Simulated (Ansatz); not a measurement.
# H2NZr: the cost of one run

Method: def2-TZVPP, core rule «outside noble gas», up to 5 orbitals frozen; program: Ansatz 0.2.0, Gaussian basis.

Plan: UHF; CCSD(T) on ROHF; CCSD(T) on UHF; CCSDT(Q) on ROHF; CCSDT(Q) on UHF.

10 further runs of the same task are left out: 5 for a known fault of the program, 5 set aside as unsound or not needed.

### 1 The geometry

The geometry is a PBE0/def2-TZVP stationary point (not a proven minimum) of the parent state, kept for this charge and spin. No spin-orbit coupling is included. Elements past krypton take def2 core potentials.

4 atoms, charge 0, spin multiplicity 4.

Atoms are counted from 1 here; the program's logs count them from 0.

Bond lengths: Zr1–N2 2.515 Å, N2–H3 1.024 Å, N2–H4 1.024 Å. Angles: Zr1–N2–H3 126.7°, Zr1–N2–H4 126.7°, H3–N2–H4 106.6°.

### 2 UHF

in.yaml reads:

```yaml
crystal:
  periodic: [false, false, false]
  atoms:
    - {symbol: Zr, position_ang: [0.000000, 0.000000, 0.387237]}
    - {symbol: N, position_ang: [0.000000, 0.000000, -2.127769]}
    - {symbol: H, position_ang: [0.000000, -0.821054, -2.739374]}
    - {symbol: H, position_ang: [0.000000, 0.821054, -2.739374]}
basis:
  gaussian: {orbitals: def2-TZVPP}
magnetization: {spin_polarized: true, initial_magnetization: 3}
hamiltonian: {xc: hf}
output: {orbitals: {seedname: orbitals}}
```

Launch:

```sh
> ansatz run in.yaml --threads 1 --pin off --events-out ev --progress --plain --max-ram 2560MiB --backend cpu
```

What time and memory should one allow on 1 thread of AMD EPYC 7R13, shared host?

About 17 s, with a peak of 0.26 GiB.
